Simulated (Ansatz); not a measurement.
# SrClO: the cost of one run

Computed with Ansatz 0.2.0, driven from Python. Level of theory: DFT LDA, plane waves, norm-conserving potentials.

## 1. The system

The structure is hexagonal, space group P6_3mc (No. 186). Conventional cell: a = 4.272 Å, b = 4.272 Å, c = 9.651 Å, α = 90.00°, β = 90.00°, γ = 120.00°. Sr (site symmetry 3m) is surrounded by 3 O at 2.51 Å and 4 Cl at 2.99 to 3.07 Å. Cl (site symmetry 3m) is surrounded by 4 Sr at 2.99 to 3.07 Å. O (site symmetry 3m) has 3 Sr at 2.51 Å in its first shell of neighbours.

The script holds or builds the structure itself.

## 2. The script

File smear.py:

```python
'''How the energy of SrClO depends on the smearing.'''

import ansatz as az
from tabulate import tabulate

lattice = az.Lattice.of(
    (4.27242, 0.0, 0.0),
    (-2.13621, 3.700025, 0.0),
    (0.0, 0.0, 9.650737),
)
sites = [
    ('Sr', (1 / 3, 2 / 3, 0.939128)),
    ('Sr', (2 / 3, 1 / 3, 0.439128)),
    ('Cl', (1 / 3, 2 / 3, 0.24915)),
    ('Cl', (2 / 3, 1 / 3, 0.74915)),
    ('O', (0.0, 0.0, 0.484533)),
    ('O', (0.0, 0.0, 0.984533)),
]
crystal = az.Crystal(lattice=lattice)
for symbol, position in sites:
    crystal = crystal.atom(symbol, position)

base = (
    crystal.calculation()
    .scf(extra_bands=12)
    .kpoints(5, 5, 2, shift=0.5)
    .pseudopotentials('nc')
    .functional(az.Functional.LDA)
)

rows = []
for value in [0.5, 0.3, 0.2, 0.1]:
    rep = base.occupations('methfessel_paxton', width=value).run(threads=1).report
    rows.append((value, rep['free_energy_ev'] / len(rep['lattice']['sites']), rep['n_iterations'], rep['n_kpoints']))

print(tabulate(rows, headers=['width (eV)', 'F/atom (eV)', 'iterations', 'k-points'], floatfmt='.4f', tablefmt='simple'))

# the last row is the reference
for row in rows[:-1]:
    shift = 1000 * (row[1] - rows[-1][1])
    print(f'{row[0]}: {shift:+.2f} meV/atom' + ('  (within 1 meV)' if abs(shift) < 1 else ''))
```

## 3. What the engine is handed

The engine receives this input (first run):

```yaml
crystal:
  lattice:
    - [4.27242, 0.0, 0.0]
    - [-2.13621, 3.700025, 0.0]
    - [0.0, 0.0, 9.650737]
  atoms:
    - { symbol: Sr, position: [0.3333333333333333, 0.6666666666666666, 0.939128] }
    - { symbol: Sr, position: [0.6666666666666666, 0.3333333333333333, 0.439128] }
    - { symbol: Cl, position: [0.3333333333333333, 0.6666666666666666, 0.24915] }
    - { symbol: Cl, position: [0.6666666666666666, 0.3333333333333333, 0.74915] }
    - { symbol: O, position: [0.0, 0.0, 0.484533] }
    - { symbol: O, position: [0.0, 0.0, 0.984533] }
kpoints:
  mp_grid:
    grid: [5, 5, 2]
    shift: [0.5, 0.5, 0.5]
hamiltonian:
  xc: lda
  pseudopotentials:
    kind: nc
scf:
  n_extra_bands: 12
  occupations:
    method: methfessel_paxton
    width: 0.5
```

## 4. Running it

Command:

```console
$ python smear.py
```

What time and memory should one allow on 1 thread of Intel Xeon Platinum 8259CL at 2.50GHz (Skylake/Cascade Lake), shared host?

About 69 s, with a peak of 0.58 GiB.
